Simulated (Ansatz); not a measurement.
# CsLiCr2Te2S3 under changes of volume

One of the cells (23.825 Å³/atom); the others are scaled copies at fixed shape and fractional positions:

```
Cs Li Cr Te S
1.0
     3.60358    0.00000    0.00000
    -1.80179    3.12079    0.00000
     0.00000    0.00000   19.06651
Cs Li Cr Te S
1 1 2 2 3
Direct
  0.00000 0.00000 0.37399
  0.66667 0.33333 0.01607
  0.00000 0.00000 0.86637
  0.33333 0.66667 0.16833
  0.33333 0.66667 0.53891
  0.66667 0.33333 0.77276
  0.00000 0.00000 0.10030
  0.33333 0.66667 0.92920
  0.66667 0.33333 0.23408
```

The cell was built by a generator and needn't be a form met in nature.

| Quantity | Value |
| --- | --- |
| Program | Ansatz 0.2.0 |
| Functional | PBE |
| Potentials or basis | Ansatz PAW |
| Cutoff | 420 eV (not typed: the program's choice for these potentials) |
| k mesh | 9 × 9 × 2 |
| Occupations | fermi-dirac, width 0.05 eV |
| Spin | collinear spin, ferromagnetic start |
| Starting moments | [0.0, 0.0, 3.0, 3.0, 0.0, 0.0, 0.0, 0.0, 0.0] μB |

| volume (Å³/atom) | energy over the lowest point (meV/atom) | pressure (GPa) | moment (μB per cell) | largest force (eV/Å) |
| --- | --- | --- | --- | --- |
| 22.395 | ? | ? | ? | ? |
| 22.872 | 7.10 | 2.4 | 5.63 | 0.349 |
| 23.348 | 1.75 | 1.2 | 5.64 | 0.150 |
| 23.825 | 0.00 | 0.0 | 5.64 | 0.033 |
| 24.301 | 1.49 | -1.0 | 5.65 | 0.199 |
| 24.778 | 5.88 | -1.9 | 5.66 | 0.350 |
| 25.254 | 12.86 | -2.7 | 5.67 | 0.487 |

Question: What does the run at 22.395 Å³/atom give?

Answer: Energy over the lowest point 16.47 meV/atom; pressure 3.9 GPa; moment 5.63 μB per cell; largest force 0.567 eV/Å.

Worked out: A Birch-Murnaghan fit of order 3 (a polynomial in V^(-2/3)) to the other rows has its minimum at 23.83 Å³/atom with B0 = V·E''(V) = 54 GPa and B' = 4.5 at fixed shape and positions, which overstates the stiffness. It gives 16.50 meV/atom at 22.395 Å³/atom, against the run's 16.47, and -dE/dV = 3.9 GPa, against 3.9. A straight line through the other rows of the moment, of slope 0.0162 μB per Å³/atom, extrapolates to 5.62 μB, against the run's 5.63.

Energies are extrapolated to zero smearing.

Caveats: only a ferromagnetic start was run, and an antiferromagnetic order may lie lower in energy.
